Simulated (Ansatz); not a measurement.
# C3H12GaP: small, medium and large basis sets

Aim: see how fast density functionals converge with the basis set for C3H12GaP.

Program: Ansatz 0.2.0, Gaussian basis. Level of theory: one geometry, several basis sets. These are calculated values, not measurements.

The runs, in order: PBE0-D4/def2-SVP; ωB97M-V/def2-SVP; PBE0-D4/def2-QZVPP; ωB97M-V/def2-QZVPP; the functionals' def2-TZVPP values are taken from earlier runs.

**1. Structure used throughout**

The geometry comes from an earlier relaxation with PBE0-D4 in a triple-zeta def2 set; it is a stationary point, not always the lowest conformer.

SMILES `[CH3][Ga-]([CH3])([CH3])[PH3+]`, 17 atoms, charge 0, spin multiplicity 1.

Atoms are counted from 1 here; the program's logs count them from 0.

Bond lengths: C1–Ga2 1.992 Å, C1–H6 1.095 Å, C1–H7 1.093 Å, C1–H8 1.093 Å, Ga2–C3 1.992 Å, Ga2–C4 1.992 Å, Ga2–P5 2.653 Å, C3–H9 1.093 Å, C3–H10 1.093 Å, C3–H11 1.095 Å, C4–H12 1.093 Å, C4–H13 1.095 Å, C4–H14 1.093 Å, P5–H15 1.413 Å, P5–H16 1.413 Å, P5–H17 1.412 Å. Angles: Ga2–C1–H6 109.3°, Ga2–C1–H7 112.3°, Ga2–C1–H8 112.3°, H6–C1–H7 107.2°, H6–C1–H8 107.2°, H7–C1–H8 108.4°, C1–Ga2–C3 118.5°, C1–Ga2–C4 118.5°, C1–Ga2–P5 97.2°, C3–Ga2–C4 118.5°, C3–Ga2–P5 97.0°, C4–Ga2–P5 97.3°, Ga2–C3–H9 112.3°, Ga2–C3–H10 112.3°, Ga2–C3–H11 109.3°, H9–C3–H10 108.4°, H9–C3–H11 107.2°, H10–C3–H11 107.2° and more.

Geometry (Å):

```mol
C3H12GaP
  3D, bonds by distance, orders not assigned

 17 16  0  0  0  0  0  0  0  0999 V2000
   -0.4564    1.0152   -1.8109 C   0  0
    0.3635   -0.1010   -0.3798 Ga  0  0
    1.9401    0.6207    0.6004 C   0  0
    0.1147   -2.0755   -0.4548 C   0  0
   -1.4403    0.3932    1.5017 P   0  0
    0.1545    0.9471   -2.7166 H   0  0
   -0.5077    2.0712   -1.5345 H   0  0
   -1.4622    0.6781   -2.0738 H   0  0
    1.8302    1.6820    0.8369 H   0  0
    2.1341    0.0786    1.5293 H   0  0
    2.8322    0.5198   -0.0257 H   0  0
    0.3352   -2.5573    0.5011 H   0  0
    0.8007   -2.4982   -1.1956 H   0  0
   -0.8981   -2.3542   -0.7561 H   0  0
   -2.5386    1.2387    1.2297 H   0  0
   -2.1760   -0.6659    2.0782 H   0  0
   -1.0448    1.0072    2.7107 H   0  0
  1  2  8  0
  2  3  8  0
  2  4  8  0
  2  5  8  0
  1  6  8  0
  1  7  8  0
  1  8  8  0
  3  9  8  0
  3 10  8  0
  3 11  8  0
  4 12  8  0
  4 13  8  0
  4 14  8  0
  5 15  8  0
  5 16  8  0
  5 17  8  0
M  END
```

**2. PBE0-D4 in def2-SVP**

The input, in.yaml:

```yaml
crystal:
  periodic: [false, false, false]
  atoms:
    - {symbol: C, position_ang: [-0.456394, 1.015169, -1.810885]}
    - {symbol: Ga, position_ang: [0.363499, -0.101007, -0.379755]}
    - {symbol: C, position_ang: [1.940063, 0.620673, 0.600382]}
    - {symbol: C, position_ang: [0.114713, -2.075487, -0.454778]}
    - {symbol: P, position_ang: [-1.440262, 0.393167, 1.501665]}
    - {symbol: H, position_ang: [0.154473, 0.947062, -2.716586]}
    - {symbol: H, position_ang: [-0.507696, 2.071235, -1.534450]}
    - {symbol: H, position_ang: [-1.462182, 0.678127, -2.073817]}
    - {symbol: H, position_ang: [1.830181, 1.681989, 0.836879]}
    - {symbol: H, position_ang: [2.134129, 0.078580, 1.529258]}
    - {symbol: H, position_ang: [2.832223, 0.519766, -0.025679]}
    - {symbol: H, position_ang: [0.335205, -2.557266, 0.501064]}
    - {symbol: H, position_ang: [0.800674, -2.498205, -1.195634]}
    - {symbol: H, position_ang: [-0.898118, -2.354192, -0.756077]}
    - {symbol: H, position_ang: [-2.538581, 1.238705, 1.229652]}
    - {symbol: H, position_ang: [-2.176011, -0.665886, 2.078155]}
    - {symbol: H, position_ang: [-1.044819, 1.007170, 2.710706]}
basis:
  gaussian: {orbitals: def2-SVP}
hamiltonian: {xc: pbe0, dispersion: d4}
output: {orbitals: {seedname: orbitals}}
```

Run with:

```
ansatz run in.yaml --threads 8 --pin off --events-out ev --progress --plain --max-ram 20889MiB
```

The log of the run:

```text
Functional definition: PBE0
  name "PBE0"
  cite "Adamo & Barone, J. Chem. Phys. 110, 6158 (1999) doi:10.1063/1.478522"
  cite "Perdew, Burke & Ernzerhof, Phys. Rev. Lett. 77, 3865 (1996) doi:10.1103/PhysRevLett.77.3865"
  parent pbe
  parameter a = 0.25
  parameter kappa = 0.804
  parameter beta = 0.06672455060314922
  exchange = (1 - a)*pbe_x(kappa = kappa, mu = beta*pi^2/3) + a*exact_x
  correlation = pbe_c(beta = beta)
1771 factors; their error is unknown
mean field evaluation 1: about -64933.5878 eV, gradient 7.5e1 eV
mean field evaluation 2: about -64928.3658 eV, gradient 8.4e1 eV
mean field evaluation 4: about -64946.8953 eV, gradient 2.4e0 eV
mean field evaluation 8: about -64946.9037 eV, gradient 2.3e-2 eV
mean field evaluation 16: about -64947.1393 eV, gradient 2.2e-5 eV
mean field -64947.13931033 eV, -2386.7633469025 hartree, gradient 2.2e-5 eV, S^2 0.000000; 0 other end points of the search recorded, 0 dependent functions left out
reference -64947.13934338 eV, -2386.7633481169 hartree; 38, 38 occupied and 114, 114 virtual orbitals, 1771 factors
Total energy: -64947.47827837 eV, -2386.7758037480 hartree
```

Run time: 2.5 s. Hardware: 8 threads of Intel Xeon at 2.50GHz, shared host; peak memory 0.77 GiB.

**3. ωB97M-V in def2-SVP**

in.yaml: that of step 2 with these lines changed.

```diff
@@ -22,3 +22,3 @@
   gaussian: {orbitals: def2-SVP}
-hamiltonian: {xc: pbe0, dispersion: d4}
+hamiltonian: {xc: {name: wB97M-V}}
 output: {orbitals: {seedname: orbitals}}
```

The command is unchanged.

The log of the run, shortened:

```text
Functional definition: wB97M-V
  name "wB97M-V"
  cite "Mardirossian & Head-Gordon, J. Chem. Phys. 144, 214110 (2016) doi:10.1063/1.4952647"
  cite "Becke, J. Chem. Phys. 107, 8554 (1997) doi:10.1063/1.475007"
  cite "Vydrov & Van Voorhis, J. Chem. Phys. 133, 244103 (2010) doi:10.1063/1.3521275"
  # Of w^i u^j: cxij and so on, Table III.
[...]
  gx(w, u) = 1 - cx + cx01*u + cx10*w
  gss(w, u) = css00 + css04*u^4 + css10*w + css20*w^2 + css43*w^4*u^3
  gos(w, u) = cos00 + cos10*w + (cos20 + cos21*u)*w^2 + (cos60 + cos61*u)*w^6
[...]
      + integral(e_c_pw_mod_opposite_spin*gos(b97_w_opposite, b97_u_opposite)) + vv10(b, c)
1759 factors; their error is unknown
472 factors; integrals over basis functions are off by at most 8.4e-6 eV
[...]
mean field -64955.54630763 eV, -2387.0722983548 hartree, gradient 1.7e-5 eV, S^2 0.000000; 0 other end points of the search recorded, 0 dependent functions left out
reference -64955.54636204 eV, -2387.0723003542 hartree; 38, 38 occupied and 114, 114 virtual orbitals, 1759 factors
Total energy: -64955.54636204 eV, -2387.0723003542 hartree
```

Run time: 8 s. Hardware: 8 threads of Intel Xeon at 2.50GHz, shared host; peak memory 0.77 GiB.

**4. PBE0-D4 in def2-QZVPP**

in.yaml: that of step 3 with these lines changed.

```diff
@@ -21,4 +21,4 @@
 basis:
-  gaussian: {orbitals: def2-SVP}
-hamiltonian: {xc: {name: wB97M-V}}
+  gaussian: {orbitals: "def2-QZVPP.json"}
+hamiltonian: {xc: pbe0, dispersion: d4}
 output: {orbitals: {seedname: orbitals}}
```

The command is unchanged.

The log of the run:

```text
Functional definition: PBE0
  name "PBE0"
  cite "Adamo & Barone, J. Chem. Phys. 110, 6158 (1999) doi:10.1063/1.478522"
  cite "Perdew, Burke & Ernzerhof, Phys. Rev. Lett. 77, 3865 (1996) doi:10.1103/PhysRevLett.77.3865"
  parent pbe
  parameter a = 0.25
  parameter kappa = 0.804
  parameter beta = 0.06672455060314922
  exchange = (1 - a)*pbe_x(kappa = kappa, mu = beta*pi^2/3) + a*exact_x
  correlation = pbe_c(beta = beta)
2243 factors; their error is unknown
mean field evaluation 1: about -64943.9487 eV, gradient 9.2e1 eV
mean field evaluation 2: about -64934.0310 eV, gradient 1.1e2 eV
mean field evaluation 4: about -64962.2517 eV, gradient 4.5e0 eV
mean field evaluation 8: about -64962.4427 eV, gradient 5.3e-1 eV
mean field evaluation 16: about -64962.4428 eV, gradient 6.0e-5 eV
mean field -64962.44275088 eV, -2387.3257379697 hartree, gradient 6.0e-5 eV, S^2 0.000000; 0 other end points of the search recorded, 0 dependent functions left out
reference -64962.44280181 eV, -2387.3257398412 hartree; 38, 38 occupied and 652, 652 virtual orbitals, 2243 factors
Total energy: -64962.78173680 eV, -2387.3381954724 hartree
```

Wall time 23 s (8 threads of Intel Xeon at 2.50GHz, shared host); peak memory 4 GiB.

**5. ωB97M-V in def2-QZVPP**

in.yaml: that of step 4 with these lines changed.

```diff
@@ -22,3 +22,3 @@
   gaussian: {orbitals: "def2-QZVPP.json"}
-hamiltonian: {xc: pbe0, dispersion: d4}
+hamiltonian: {xc: {name: wB97M-V}}
 output: {orbitals: {seedname: orbitals}}
```

Same command.

The log of the run, shortened:

```text
Functional definition: wB97M-V
  name "wB97M-V"
  cite "Mardirossian & Head-Gordon, J. Chem. Phys. 144, 214110 (2016) doi:10.1063/1.4952647"
  cite "Becke, J. Chem. Phys. 107, 8554 (1997) doi:10.1063/1.475007"
  cite "Vydrov & Van Voorhis, J. Chem. Phys. 133, 244103 (2010) doi:10.1063/1.3521275"
  # Of w^i u^j: cxij and so on, Table III.
[...]
  gx(w, u) = 1 - cx + cx01*u + cx10*w
  gss(w, u) = css00 + css04*u^4 + css10*w + css20*w^2 + css43*w^4*u^3
  gos(w, u) = cos00 + cos10*w + (cos20 + cos21*u)*w^2 + (cos60 + cos61*u)*w^6
[...]
      + integral(e_c_pw_mod_opposite_spin*gos(b97_w_opposite, b97_u_opposite)) + vv10(b, c)
2206 factors; their error is unknown
573 factors; integrals over basis functions are off by at most 9.9e-6 eV
[...]
mean field -64971.06532883 eV, -2387.6426118647 hartree, gradient 3.6e-5 eV, S^2 0.000000; 0 other end points of the search recorded, 0 dependent functions left out
reference -64971.06541150 eV, -2387.6426149028 hartree; 38, 38 occupied and 652, 652 virtual orbitals, 2206 factors
Total energy: -64971.06541150 eV, -2387.6426149028 hartree
```

Run time: 42 s. Hardware: 8 threads of Intel Xeon at 2.50GHz, shared host; peak memory 4.8 GiB.

**6. Density functionals: the series**

The def2-TZVPP values come from earlier runs at the same geometry.

| functional | basis | functions | energy (eV) | from the largest (eV) | HOMO (eV) | LUMO (eV) |
| --- | --- | --- | --- | --- | --- | --- |
| PBE0-D4 | def2-SVP | 152 | -64947.4783 | 15.303 | -6.88 | 0.36 |
| PBE0-D4 | def2-TZVPP | 351 | -64961.1087 | 1.673 | -6.97 | -0.03 |
| PBE0-D4 | def2-QZVPP | 690 | -64962.7817 | 0.000 | -6.99 | -0.12 |
| ωB97M-V | def2-SVP | 152 | -64955.5464 | 15.519 | -9.11 | 2.30 |
| ωB97M-V | def2-TZVPP | 351 | -64969.4416 | 1.624 | -9.21 | 1.81 |
| ωB97M-V | def2-QZVPP | 690 | -64971.0654 | 0.000 | -9.22 | 1.22 |

**7. Results**

| quantity | value |
| --- | --- |
| PBE0-D4: double and triple zeta above quadruple | 15.30, 1.67 eV |
| ωB97M-V: double and triple zeta above quadruple | 15.52, 1.62 eV |

**Reading.** For PBE0-D4 the step from double to triple zeta gains 13.63 eV and the next only 1.67 eV. These are total energies; as a rule much of such shifts cancels in differences, which this series doesn't test. The LUMO of ωB97M-V is positive and keeps falling with the basis (2.30 to 1.22 eV): an unbound level that the basis holds in place.

For PBE0-D4 the largest set took about 9 times as long as the smallest (23 s against 2.5 s).
